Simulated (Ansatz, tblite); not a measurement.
# The cluster Ga2PF3: competing shapes

Aim: relax the candidate shapes of the cluster Ga2PF3 that a cheap search turned up, and see how the levels of theory order them.

Method: relaxed with PBE-D4/def2-SVP, singlet; program: Ansatz 0.2.0, Gaussian basis.

3 further runs of the same task are left out: 3 set aside as unsound or not needed.

### 1 Where the work starts

6 atoms, charge 0, spin multiplicity 1.

Atoms are counted from 1 here; the program's logs count them from 0.

Bond lengths: Ga2–P3 2.313 Å, Ga2–F4 2.125 Å, Ga2–F6 2.025 Å, P3–F5 1.685 Å. Angles: P3–Ga2–F4 134.1°, P3–Ga2–F6 152.3°, F4–Ga2–F6 73.5°, Ga2–P3–F5 89.8°.

A search from random starts with GFN2-xTB found 5 distinct shapes; 2 go on here. The structure above is candidate A, which lies 0.00 eV above the lowest at that level; B lies 0.21 eV above the lowest at that level.

### 2 Relaxing candidate A

Contents of in.yaml:

```yaml
crystal:
  periodic: [false, false, false]
  atoms:
    - {symbol: Ga, position_ang: [2.978770, -0.366370, 1.097880]}
    - {symbol: Ga, position_ang: [-0.245120, 0.079560, -0.267570]}
    - {symbol: P, position_ang: [-2.194590, 0.209480, -1.506170]}
    - {symbol: F, position_ang: [1.714870, -0.640000, -0.664240]}
    - {symbol: F, position_ang: [-3.084060, 0.335900, -0.081040]}
    - {symbol: F, position_ang: [0.830130, 0.381430, 1.421140]}
basis:
  gaussian: {orbitals: def2-SVP}
hamiltonian: {xc: pbe, dispersion: d4}
scf: {lower_state_search: "off"}
output: {orbitals: {seedname: orbitals}}
relax: {f_tol: 0.02, max_steps: 100}
```

Started as:

```
$ ansatz run in.yaml --threads 4 --pin off --events-out ev --progress --plain --max-ram 4787MiB
```

What it wrote (excerpt; [...] marks lines left out):

```text
Functional definition: PBE
  name "PBE"
  cite "Perdew, Burke & Ernzerhof, Phys. Rev. Lett. 77, 3865 (1996) doi:10.1103/PhysRevLett.77.3865"
  parent pbe
[...]
1361 factors; their error is unknown
[...]
mean field -122147.59082502 eV, -4488.8411682087 hartree, gradient 5.0e-6 eV, S^2 0.000000; 0 other end points of the search recorded, 0 dependent functions left out
[...]
reference -122147.59086609 eV, -4488.8411697182 hartree; 52, 52 occupied and 72, 72 virtual orbitals, 1361 factors
relax step   1: F+E_penalty+E_count = -122147.77897748 eV  Δ(F+E_penalty+E_count) = +0.000e0 eV  max|allowed force component| = 1.882e0 eV/Å  Δτ_max = 0.0000 Å  (19 SCF iters, accepted)
[...]
relax step   7: F+E_penalty+E_count = -122148.38738950 eV  Δ(F+E_penalty+E_count) = -7.330e-3 eV  max|allowed force component| = 2.413e-2 eV/Å  Δτ_max = 0.1037 Å  (21 SCF iters, accepted)
[...]
relax step   8: F+E_penalty+E_count = -122148.38743617 eV  Δ(F+E_penalty+E_count) = -4.668e-5 eV  max|allowed force component| = 1.468e-3 eV/Å  Δτ_max = 0.0037 Å  (15 SCF iters, accepted)
Total energy: -122148.38747580 eV, -4488.8704445850 hartree
Atom 0 at     2.727371    -0.249450     1.029909 Å, force     0.000263     0.000144    -0.000985 eV/Å
Atom 1 at    -0.107157    -0.048106    -0.267347 Å, force    -0.001321    -0.001431    -0.000998 eV/Å
Atom 2 at    -2.048670     0.027641    -1.351758 Å, force     0.001468     0.000818     0.000149 eV/Å
Atom 3 at     1.699774    -0.525911    -0.752096 Å, force     0.000857     0.000057     0.001386 eV/Å
Atom 4 at    -3.016809     0.552114    -0.092291 Å, force    -0.000982     0.000080     0.000566 eV/Å
Atom 5 at     0.745491     0.243713     1.433582 Å, force    -0.000285     0.000333    -0.000118 eV/Å
Dipole moment:     0.937023    -0.112618     0.250590 e Å
Checks for a lower state left out: stability, starts, cluster_reference, orbital_swaps, neighbouring_geometries, increment
```

Wall time 8.5 s (4 threads of Arm Neoverse V1, shared host).

The steps of the relaxation:

```
step  energy from step 1 (eV)  largest force component (eV/Å)
   1                   0.0000                          1.8824
   2                  -0.4574                          0.8757
   3                  -0.5493                          0.9354
   4                  -0.5712                          0.7950
   5                  -0.5731                          0.2652
   6                  -0.6011                          0.2978
   7                  -0.6084                          0.0241
   8                  -0.6085                          0.0015
```

Close pairs (by a distance rule), those that changed most:

```csv
bond,before (Å),after (Å),change (Å)
Ga1–F6,2.298,2.082,-0.216
Ga2–F4,2.125,1.931,-0.194
Ga1–F4,2.186,2.076,-0.110
Ga2–F6,2.025,1.925,-0.100
Ga2–P3,2.313,2.225,-0.088
P3–F5,1.685,1.673,-0.012
```

### 3 Relaxing candidate B

Contents of in.yaml:

```yaml
crystal:
  periodic: [false, false, false]
  atoms:
    - {symbol: Ga, position_ang: [-0.191170, -1.514440, -0.092380]}
    - {symbol: Ga, position_ang: [-0.261060, 1.445960, 0.438850]}
    - {symbol: P, position_ang: [-1.647280, -0.263860, 1.272440]}
    - {symbol: F, position_ang: [0.663680, -2.802900, -0.960090]}
    - {symbol: F, position_ang: [0.514070, 2.987520, 0.041310]}
    - {symbol: F, position_ang: [0.921760, 0.147720, -0.700130]}
basis:
  gaussian: {orbitals: def2-SVP}
hamiltonian: {xc: pbe, dispersion: d4}
scf: {lower_state_search: "off"}
output: {orbitals: {seedname: orbitals}}
relax: {f_tol: 0.02, max_steps: 100}
```

Same command.

What it wrote (excerpt; [...] marks lines left out):

```text
Functional definition: PBE
  name "PBE"
  cite "Perdew, Burke & Ernzerhof, Phys. Rev. Lett. 77, 3865 (1996) doi:10.1103/PhysRevLett.77.3865"
  parent pbe
[...]
1361 factors; their error is unknown
[...]
mean field -122149.17998609 eV, -4488.8995688009 hartree, gradient 1.9e-6 eV, S^2 0.000000; 0 other end points of the search recorded, 0 dependent functions left out
[...]
reference -122149.18002857 eV, -4488.8995703620 hartree; 52, 52 occupied and 72, 72 virtual orbitals, 1361 factors
relax step   1: F+E_penalty+E_count = -122149.38198633 eV  Δ(F+E_penalty+E_count) = +0.000e0 eV  max|allowed force component| = 1.548e0 eV/Å  Δτ_max = 0.0000 Å  (18 SCF iters, accepted)
[...]
relax step   4: F+E_penalty+E_count = -122149.76368331 eV  Δ(F+E_penalty+E_count) = -6.947e-3 eV  max|allowed force component| = 1.287e-1 eV/Å  Δτ_max = 0.0241 Å  (20 SCF iters, accepted)
[...]
relax step   5: F+E_penalty+E_count = -122149.76522327 eV  Δ(F+E_penalty+E_count) = -1.540e-3 eV  max|allowed force component| = 9.578e-3 eV/Å  Δτ_max = 0.0075 Å  (20 SCF iters, accepted)
Total energy: -122149.76526647 eV, -4488.9210774580 hartree
Atom 0 at    -0.136346    -1.373056    -0.102991 Å, force    -0.007093    -0.009307     0.004903 eV/Å
Atom 1 at    -0.205222     1.318814     0.366042 Å, force    -0.005385     0.005750     0.006749 eV/Å
Atom 2 at    -1.559943    -0.249098     1.201743 Å, force     0.001501     0.000637    -0.002167 eV/Å
Atom 3 at     0.542667    -2.798329    -0.863765 Å, force     0.001996     0.009578     0.000203 eV/Å
Atom 4 at     0.397007     2.948626     0.137374 Å, force     0.001770    -0.009056    -0.002903 eV/Å
Atom 5 at     0.961838     0.153043    -0.738404 Å, force     0.007211     0.002397    -0.006785 eV/Å
Dipole moment:    -0.181564    -0.028775     0.140066 e Å
Checks for a lower state left out: stability, starts, cluster_reference, orbital_swaps, neighbouring_geometries, increment
```

It took 5.5 s on 4 threads of Arm Neoverse V1, shared host.

The steps of the relaxation:

```csv
step,energy from step 1 (eV),largest force component (eV/Å)
1,0.0000,1.5475
2,-0.2789,0.9564
3,-0.3748,0.3810
4,-0.3817,0.1287
5,-0.3832,0.0096
```

Distances of close pairs at the start and the end, largest changes first:

```
   bond  before (Å)  after (Å)  change (Å)
Ga1–Ga2       3.008      2.733      -0.275
 Ga1–P3       2.355      2.234      -0.121
 Ga2–P3       2.354      2.234      -0.119
 Ga2–F6       2.093      1.985      -0.108
 Ga1–F6       2.091      1.985      -0.106
 Ga1–F4       1.773      1.752      -0.021
 Ga2–F5       1.771      1.752      -0.018
```

### 4 The relaxed candidates

```
candidate  point group                    bonds (count, mean Å)  energy above the lowest (kcal/mol)
        A           Cs  F–Ga 4, 2.00; F–P 1, 1.67; Ga–P 1, 2.23                                31.8
        B          C2v               F–Ga 4, 1.87; Ga–P 2, 2.23                                 0.0
```

### 5 Candidate A, GFN1-xTB

Tight binding, by tblite at 300 K electronic temperature and without a spin-polarisation term:

```python
tblite.interface.Calculator('GFN1-xTB', numbers, positions, charge=0, uhf=0).singlepoint()
```

Energy -567.1667 eV, HOMO -9.04 eV, LUMO -6.39 eV; 0.006 s.

### 6 Candidate A, GFN2-xTB

Tight binding, by tblite at 300 K electronic temperature and without a spin-polarisation term:

```python
tblite.interface.Calculator('GFN2-xTB', numbers, positions, charge=0, uhf=0).singlepoint()
```

Energy -526.4295 eV, HOMO -9.20 eV, LUMO -7.36 eV; 0.005 s.

### 7 Candidate A, PBE0-D4/def2-TZVP

start.molden holds the orbitals of an earlier run on this state, given as this run's starting guess.

Contents of in.yaml:

```yaml
crystal:
  periodic: [false, false, false]
  atoms:
    - {symbol: Ga, position_ang: [2.727371, -0.249450, 1.029909]}
    - {symbol: Ga, position_ang: [-0.107157, -0.048106, -0.267347]}
    - {symbol: P, position_ang: [-2.048670, 0.027641, -1.351758]}
    - {symbol: F, position_ang: [1.699774, -0.525911, -0.752096]}
    - {symbol: F, position_ang: [-3.016809, 0.552114, -0.092291]}
    - {symbol: F, position_ang: [0.745491, 0.243713, 1.433582]}
basis:
  gaussian: {orbitals: def2-TZVP, initial_orbitals: start.molden}
hamiltonian: {xc: pbe0, dispersion: d4}
scf: {omitted_lower_state_checks: [starts]}
output: {orbitals: {seedname: orbitals}}
```

Same command.

What it wrote:

```text
Functional definition: PBE0
  name "PBE0"
  cite "Adamo & Barone, J. Chem. Phys. 110, 6158 (1999) doi:10.1063/1.478522"
  cite "Perdew, Burke & Ernzerhof, Phys. Rev. Lett. 77, 3865 (1996) doi:10.1103/PhysRevLett.77.3865"
  parent pbe
  parameter a = 0.25
  parameter kappa = 0.804
  parameter beta = 0.06672455060314922
  exchange = (1 - a)*pbe_x(kappa = kappa, mu = beta*pi^2/3) + a*exact_x
  correlation = pbe_c(beta = beta)
these checks for a lower state are left out or cut short: starts
1576 factors; their error is unknown
mean field evaluation 1: about -122131.7343 eV, gradient 3.0e2 eV
mean field evaluation 2: about -122163.7364 eV, gradient 3.6e1 eV
mean field evaluation 4: about -122177.0083 eV, gradient 8.3e-1 eV
mean field evaluation 8: about -122177.4315 eV, gradient 6.5e-5 eV
mean field -122177.43150274 eV, -4489.9377928881 hartree, gradient 6.5e-5 eV, S^2 0.000000; 0 other end points of the search recorded, 0 dependent functions left out
reference -122177.43153269 eV, -4489.9377939887 hartree; 52, 52 occupied and 174, 174 virtual orbitals, 1576 factors
Total energy: -122177.58862785 eV, -4489.9435671296 hartree
Checks for a lower state left out: starts
```

Wall time 5.5 s (4 threads of Arm Neoverse V1, shared host); peak memory 0.85 GiB.

From the report: HOMO -5.49 eV, LUMO -2.13 eV.

### 8 Candidate A, PBE-D4/def2-TZVP

in.yaml: that of step 7 with these lines changed.

```diff
@@ -11,4 +11,4 @@
   gaussian: {orbitals: def2-TZVP, initial_orbitals: start.molden}
-hamiltonian: {xc: pbe0, dispersion: d4}
+hamiltonian: {xc: pbe, dispersion: d4}
 scf: {omitted_lower_state_checks: [starts]}
-output: {orbitals: {seedname: orbitals}}
+output: {forces: true, orbitals: {seedname: orbitals}}
```

Same command.

What it wrote (excerpt; [...] marks lines left out):

```text
Functional definition: PBE
  name "PBE"
  cite "Perdew, Burke & Ernzerhof, Phys. Rev. Lett. 77, 3865 (1996) doi:10.1103/PhysRevLett.77.3865"
  parent pbe
[...]
1474 factors; their error is unknown
[...]
mean field -122175.14027806 eV, -4489.8535919342 hartree, gradient 1.2e-5 eV, S^2 0.000000; 0 other end points of the search recorded, 0 dependent functions left out
[...]
reference -122175.14031826 eV, -4489.8535934115 hartree; 52, 52 occupied and 174, 174 virtual orbitals, 1474 factors
Total energy: -122175.32366350 eV, -4489.8603312251 hartree
Atom 0 at     2.727371    -0.249450     1.029909 Å, force     0.192365    -0.013195     0.088446 eV/Å
Atom 1 at    -0.107157    -0.048106    -0.267347 Å, force    -0.017775    -0.007560    -0.033865 eV/Å
Atom 2 at    -2.048670     0.027641    -1.351758 Å, force    -0.194155     0.118807     0.298375 eV/Å
Atom 3 at     1.699774    -0.525911    -0.752096 Å, force    -0.031741    -0.030171    -0.135965 eV/Å
Atom 4 at    -3.016809     0.552114    -0.092291 Å, force     0.182559    -0.109897    -0.277352 eV/Å
Atom 5 at     0.745491     0.243713     1.433582 Å, force    -0.131252     0.042016     0.060359 eV/Å
Dipole moment:     0.998471    -0.110501     0.301887 e Å
Checks for a lower state left out: starts
```

It took 3.1 s on 4 threads of Arm Neoverse V1, shared host.

From the report: HOMO -4.52 eV, LUMO -2.81 eV.

### 9 Candidate A, r2SCAN-D4/def2-TZVP

in.yaml: that of step 8 with these lines changed.

```diff
@@ -11,4 +11,4 @@
   gaussian: {orbitals: def2-TZVP, initial_orbitals: start.molden}
-hamiltonian: {xc: pbe, dispersion: d4}
+hamiltonian: {xc: r2scan, dispersion: d4}
 scf: {omitted_lower_state_checks: [starts]}
-output: {forces: true, orbitals: {seedname: orbitals}}
+output: {orbitals: {seedname: orbitals}}
```

Launched as before.

What it wrote:

```text
Functional definition: r2SCAN
  name "r2SCAN"
  cite "Furness, Kaplan, Ning, Perdew & Sun, J. Phys. Chem. Lett. 11, 8208 (2020) doi:10.1021/acs.jpclett.0c02405"
  cite "Furness, Kaplan, Ning, Perdew & Sun, J. Phys. Chem. Lett. 11, 9248 (2020) doi:10.1021/acs.jpclett.0c03077"
  parent r2scan
  parameter k0 = 0.174
  parameter k1 = 0.065
  parameter a1 = 4.9479
  exchange = r2scan_x(k0 = k0, k1 = k1, a1 = a1)
  correlation = r2scan_c
these checks for a lower state are left out or cut short: starts
1474 factors; their error is unknown
mean field evaluation 1: about -122197.9240 eV, gradient 9.6e0 eV
mean field evaluation 2: about -122197.9980 eV, gradient 1.1e-1 eV
mean field evaluation 4: about -122197.9672 eV, gradient 2.0e-4 eV
mean field -122197.96716737 eV, -4490.6924646438 hartree, gradient 1.7e-5 eV, S^2 0.000000; 0 other end points of the search recorded, 0 dependent functions left out
reference -122197.96717904 eV, -4490.6924650727 hartree; 52, 52 occupied and 174, 174 virtual orbitals, 1474 factors
Total energy: -122198.00827659 eV, -4490.6939753798 hartree
Checks for a lower state left out: starts
```

Wall time 5.5 s (4 threads of Arm Neoverse V1, shared host).

Report: HOMO -4.75 eV, LUMO -2.71 eV.

### 10 Candidate A, BHLYP-D4/def2-TZVP

in.yaml: that of step 9 with these lines changed.

```diff
@@ -11,3 +11,3 @@
   gaussian: {orbitals: def2-TZVP, initial_orbitals: start.molden}
-hamiltonian: {xc: r2scan, dispersion: d4}
+hamiltonian: {xc: {name: BHLYP}, dispersion: d4}
 scf: {omitted_lower_state_checks: [starts]}
```

Same command.

What it wrote:

```text
Functional definition: BHLYP
  name "BHLYP"
  cite "Becke, J. Chem. Phys. 98, 1372 (1993) doi:10.1063/1.464304"
  cite "Becke, Phys. Rev. A 38, 3098 (1988) doi:10.1103/PhysRevA.38.3098"
  cite "Lee, Yang & Parr, Phys. Rev. B 37, 785 (1988) doi:10.1103/PhysRevB.37.785"
  parameter a = 0.5
  exchange = (1 - a)*b88_x + a*exact_x
  correlation = lyp_c
these checks for a lower state are left out or cut short: starts
1748 factors; their error is unknown
mean field evaluation 1: about -122197.0477 eV, gradient 1.3e1 eV
mean field evaluation 2: about -122197.2242 eV, gradient 2.9e-1 eV
mean field evaluation 4: about -122198.0867 eV, gradient 3.6e-1 eV
mean field evaluation 8: about -122198.0868 eV, gradient 7.0e-6 eV
mean field -122198.08681785 eV, -4490.6968617177 hartree, gradient 7.0e-6 eV, S^2 0.000000; 0 other end points of the search recorded, 0 dependent functions left out
reference -122198.08699147 eV, -4490.6968680982 hartree; 52, 52 occupied and 174, 174 virtual orbitals, 1748 factors
Total energy: -122198.37730170 eV, -4490.7075368023 hartree
Checks for a lower state left out: starts
```

It took 5.5 s on 4 threads of Arm Neoverse V1, shared host; peak memory 0.91 GiB.

Report: HOMO -6.34 eV, LUMO -1.45 eV.

### 11 Candidate A, ωB97X-V/def2-TZVP

in.yaml: that of step 10 with these lines changed.

```diff
@@ -11,3 +11,3 @@
   gaussian: {orbitals: def2-TZVP, initial_orbitals: start.molden}
-hamiltonian: {xc: {name: BHLYP}, dispersion: d4}
+hamiltonian: {xc: {name: wB97X-V}}
 scf: {omitted_lower_state_checks: [starts]}
```

Same command.

What it wrote (excerpt; [...] marks lines left out):

```text
Functional definition: wB97X-V
  name "wB97X-V"
  cite "Mardirossian & Head-Gordon, Phys. Chem. Chem. Phys. 16, 9904 (2014) doi:10.1039/C3CP54374A"
  cite "Becke, J. Chem. Phys. 107, 8554 (1997) doi:10.1063/1.475007"
  cite "Vydrov & Van Voorhis, J. Chem. Phys. 133, 244103 (2010) doi:10.1063/1.3521275"
[...]
      + integral(e_c_pw_opposite_spin*poly(b97_u_opposite, cos0, cos1)) + vv10(b, c)
[...]
1544 factors; their error is unknown
285 factors; integrals over basis functions are off by at most 6.3e-6 eV
[...]
mean field -122188.35417631 eV, -4490.3391937384 hartree, gradient 1.6e-5 eV, S^2 0.000000; 0 other end points of the search recorded, 0 dependent functions left out
reference -122188.35417437 eV, -4490.3391936670 hartree; 52, 52 occupied and 174, 174 virtual orbitals, 1544 factors
Total energy: -122188.35417437 eV, -4490.3391936670 hartree
Checks for a lower state left out: starts
```

It took 11 s on 4 threads of Arm Neoverse V1, shared host; peak memory 0.99 GiB.

From the report: HOMO -7.59 eV, LUMO -0.27 eV.

### 12 Candidate A, CCSD(T)/def2-SVP

in.yaml: that of step 11 with these lines changed.

```diff
@@ -10,4 +10,4 @@
 basis:
-  gaussian: {orbitals: def2-TZVP, initial_orbitals: start.molden}
-hamiltonian: {xc: {name: wB97X-V}}
+  gaussian: {orbitals: def2-SVP, initial_orbitals: start.molden}
+correlation: {method: ccsd_t}
 scf: {omitted_lower_state_checks: [starts]}
```

The command is unchanged.

What it wrote (excerpt; [...] marks lines left out):

```text
Functional definition: HF
  name "HF"
  cite "Fock, Z. Phys. 61, 126 (1930) doi:10.1007/BF01340294"
  parent pbe
[...]
1177 factors; integrals over basis functions are off by at most 5.9e-4 eV
[...]
mean field -122037.92278612 eV, -4484.8109421147 hartree, gradient 7.2e-6 eV, S^2 0.000000; 0 other end points of the search recorded, 0 dependent functions left out
26 core orbitals not correlated: weight in the atoms' cores, before any rotation towards them, 1.000 or more for the frozen orbitals, at most 0.000 for the correlated occupied ones
reference -122037.92278612 eV, -4484.8109421147 hartree; 26, 26 occupied and 72, 72 virtual orbitals, 1177 factors
second order -28.97082794 eV of doubles, -0.00000000 eV of singles
cycle   1  -27.93995531 eV  change     1.0e0 eV  update   1.6e-1
[...]
cycle  12  -29.06662723 eV  change   -7.3e-6 eV  update   1.4e-5
perturbative correction -0.83621454 eV, -0.0307303174 hartree
Total energy: -122067.82562789 eV, -4485.9098512809 hartree
Checks for a lower state left out: starts
```

It took 18 s on 4 threads of Arm Neoverse V1, shared host; peak memory 0.67 GiB.

From the report: Hartree-Fock HOMO -7.51 eV, LUMO 0.43 eV; T1 0.017.

### 13 A against B

The energies of B at these levels come from its own runs, whose logs aren't repeated here.

Differences are taken before rounding.

| method | A above B (kcal/mol) | from CCSD(T)/def2-SVP (kcal/mol) | time |
| --- | --- | --- | --- |
| GFN1-xTB | 1.6 | -36.9 | 0.012 s |
| GFN2-xTB | -3.1 | -41.6 | 0.01 s |
| HF/def2-SVP | 35.7 | -2.8 |  |
| PBE-D4/def2-TZVP | 30.1 | -8.5 | 5.7 s |
| r2SCAN-D4/def2-TZVP | 36.5 | -2.0 | 12 s |
| PBE0-D4/def2-TZVP | 35.0 | -3.5 | 11 s |
| BHLYP-D4/def2-TZVP | 30.3 | -8.3 | 14 s |
| ωB97X-V/def2-TZVP | 34.9 | -3.6 | 22 s |
| MP2/def2-SVP | 47.5 | +9.0 |  |
| CCSD/def2-SVP | 37.8 | -0.7 |  |
| CCSD(T)/def2-SVP | 38.5 | 0 | 33 s |

Among the levels timed on like hardware and quicker than the yardstick, those that no quicker one beats, quickest first: GFN2-xTB (0.01 s, -41.6 kcal/mol); GFN1-xTB (0.012 s, -36.9 kcal/mol); PBE-D4/def2-TZVP (5.7 s, -8.5 kcal/mol); PBE0-D4/def2-TZVP (11 s, -3.5 kcal/mol); r2SCAN-D4/def2-TZVP (12 s, -2.0 kcal/mol).

Times add the two runs; a level without a time comes out of a correlated run.

### 14 What came out

| quantity | value |
| --- | --- |
| A above B, CCSD(T)/def2-SVP | +38.5 kcal/mol |
| levels that put A lower | GFN2-xTB |

**Reading.** The levels disagree on A and B: 1 of 11 put A lower. The yardstick is in a double-zeta basis, so levels in larger sets aren't compared like for like. The reference is CCSD(T) in one finite basis, so it carries an error of its own, often a tenth of an eV or more, and near misses can't be ranked. A random search of this size may have missed the true lowest shape. Only singlets are compared; another spin may lie lower and prefer another shape.
